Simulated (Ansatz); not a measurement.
Predict the output of the script below (Ansatz 0.2.0, Python API).

`strain_lah3.py`:
```python
'''A rhombohedral strain scan of LaH3.'''

import warnings

import ansatz as az
import numpy as np
from tabulate import tabulate

FUNCTIONAL = 'r2scan'
OCCUPATIONS = 'fermi_dirac'
SIGMA = 0.1
KMESH = (11, 11, 11)

vectors0 = np.array([
    [0.0, 2.786479, 2.786479],
    [2.786479, 0.0, 2.786479],
    [2.786479, 2.786479, 0.0],
])
sites = [
    ('La', (0.0, 0.0, 0.0)),
    ('H', (0.5, 0.5, 0.5)),
    ('H', (0.75, 0.75, 0.75)),
    ('H', (0.25, 0.25, 0.25)),
]


def make_crystal(cell):
    crystal = az.Crystal(lattice=az.Lattice.of(cell))
    for symbol, position in sites:
        crystal = crystal.atom(symbol, position)
    return crystal


def main() -> None:
    warnings.simplefilter('ignore', az.DeckWarning)

    # clamped ions: the fractional positions stay as typed
    values = np.linspace(-0.02, 0.02, 5)
    energies = []
    for d in values:
        strain = d / 2 * (np.ones((3, 3)) - np.eye(3))
        cell = vectors0 @ (np.eye(3) + strain)
        calculation = (
            make_crystal(cell).calculation()
            .functional(FUNCTIONAL)
            .basis(48 * az.Ry)
            .occupations(OCCUPATIONS, width=SIGMA)
            .kpoints(*KMESH)  # the mesh must be finer for metals
            .stress()
        )
        rep = calculation.run(threads=1, backend='cpu').report
        energies.append(rep['free_energy_ev'] / len(sites))
        s = rep['stress_gpa']
        print(f'd = {d:+.4f}  stress xx yy zz xy (GPa, compression positive): {s[0][0]:8.3f} {s[1][1]:8.3f} {s[2][2]:8.3f} {s[0][1]:8.3f}')
    energies = np.array(energies)

    print(tabulate(zip(values, 1000 * (energies - energies.min())), headers=['strain', 'dE (meV/atom)'], floatfmt='.3f'))
    curvature = 2 * np.polyfit(values, energies, 3)[1]
    volume = abs(np.linalg.det(vectors0)) / len(sites)
    print(f'd2E/dd2 over the volume: {curvature / volume * 160.21766:.1f} GPa')


if __name__ == '__main__':
    main()
```

Output of `python strain_lah3.py`:
```text
d = -0.0200  stress xx yy zz xy (GPa, compression positive):    0.086    0.086    0.086    1.895
d = -0.0100  stress xx yy zz xy (GPa, compression positive):   -0.001   -0.001   -0.001    0.910
d = +0.0000  stress xx yy zz xy (GPa, compression positive):   -0.028   -0.028   -0.028    0.000
d = +0.0100  stress xx yy zz xy (GPa, compression positive):   -0.002   -0.002   -0.002   -0.838
d = +0.0200  stress xx yy zz xy (GPa, compression positive):    0.074    0.074    0.074   -1.618
  strain    dE (meV/atom)
--------  ---------------
  -0.020            3.763
  -0.010            0.912
   0.000            0.000
   0.010            0.857
   0.020            3.334
d2E/dd2 over the volume: 262.9 GPa
```

Against the unstrained cell the energy per atom changes by +3.76 meV at one end of the scan and +3.33 meV at the other, and its second derivative over the volume is 262.9 GPa.

The curvature belongs to this strain pattern and to the cell's stress; it equals a single elastic constant only for simple patterns. This cell is a computed structure, which may not be the phase found in nature. The ions keep their fractional positions (clamped ions). Hardware and time: 59 s on 1 thread of Intel(R) Xeon(R) Platinum 8259CL CPU @ 2.50GHz (Skylake/Cascade Lake), with other jobs on the host, peak memory 0.74 GiB.
